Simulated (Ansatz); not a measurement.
I need the spin response to a magnetic field of Li₂Pd, space group P6/mmm. Use the Python package of Ansatz (0.2.0). Level of theory (first run): PBEsol, PAW, cutoff 420 eV, 6×6×8 k-points, Methfessel-Paxton smearing of 0.1 eV, collinear spin.

```
Li Pd
1.0
     4.22200    0.00000    0.00000
    -2.11100    3.65636    0.00000
     0.00000    0.00000    2.72400
Li Pd
2 1
Direct
  0.33333 0.66667 0.50000
  0.66667 0.33333 0.50000
  0.00000 0.00000 0.00000
```

Script `zeeman_li2pd.py`:
```python
"""Spin moment of Li2Pd in a magnetic field."""

import warnings

import ansatz as az
import numpy as np
from tabulate import tabulate

params = {
    "cutoff_ev": 420,
    "k_length": 22,
    "smearing_width": 0.1,
    "functional": "pbesol",
}

warnings.simplefilter("ignore", az.DeckWarning)

li2pd = (
    az.Lattice.of([4.222, 0.0, 0.0], [-2.111, 3.656359, 0.0], [0.0, 0.0, 2.724])
    .atom("Li", [1 / 3, 2 / 3, 0.5])
    .atom("Li", [2 / 3, 1 / 3, 0.5])
    .atom("Pd", [0.0, 0.0, 0.0])
)

calc = (
    li2pd.calculation()
    .basis(params["cutoff_ev"])
    .kpoints(length=params["k_length"])
    .occupations(az.OccupationsMethod.METHFESSEL_PAXTON, width=params["smearing_width"])
    .pseudopotentials("paw")
    .functional(params["functional"])
    .spin("collinear")
)
# the field acts on the spins alone; such large fields lift the response over the noise
rows = []
for tesla in [0, 250, 500]:
    rep = (calc.magnetic_field(tesla) if tesla else calc).run(threads=1).report
    rows.append((tesla, rep["magnetization_mub"], rep["free_energy_ev"], rep["components"].get("e_zeeman", 0.0)))
print(tabulate(rows, headers=["B (T)", "moment muB", "F eV", "Zeeman term eV"], floatfmt=".4f", tablefmt="github"))
slope = np.polyfit([row[0] for row in rows], [row[1] for row in rows], 1)[0]
print(f"dM/dB = {1000 * slope:.4f} muB per 1000 T per cell")
```

```console
$ python zeeman_li2pd.py
RunWarning: this spin-polarised run has no starting moment large enough to seed its density, so its SCF can try parallel moments of its own, which can die out, and starts no order whose moments [...]
|   B (T) |   moment muB |       F eV |   Zeeman term eV |
|---------|--------------|------------|------------------|
|       0 |       0.0000 | -7313.6236 |           0.0000 |
|     250 |       0.0283 | -7313.6239 |          -0.0004 |
|     500 |       0.0533 | -7313.6245 |          -0.0015 |
dM/dB = 0.1066 muB per 1000 T per cell
```
(Warnings from the package without file and line, shortened.)

What to keep in mind:
- Total energies depend on the potentials; only differences at equal settings carry meaning. A total without «per atom» is that of the cell as typed.
- For a metal this k-point mesh is coarse: on a finer one energies can move by several to tens of meV an atom and pressures by half a GPa or more, differences at one mesh by less.
- The starting cell is as deposited in a crystallographic database; the results hold for this polymorph, which needn't be the stable one.
- Orbital magnetism is left out. The response of a metal hangs strongly on mesh and smearing, and a straight-line fit holds only where the moment is linear in the field.
- The script silences the warnings on its input, which a real study should read.
- Wall time of the script: 4.2 s on 1 thread of AMD EPYC 9R45 96-Core Processor (Zen 5) (shared host), peak memory 0.41 GiB.

(Lines on the test bed's own set-up are left out of the output.)
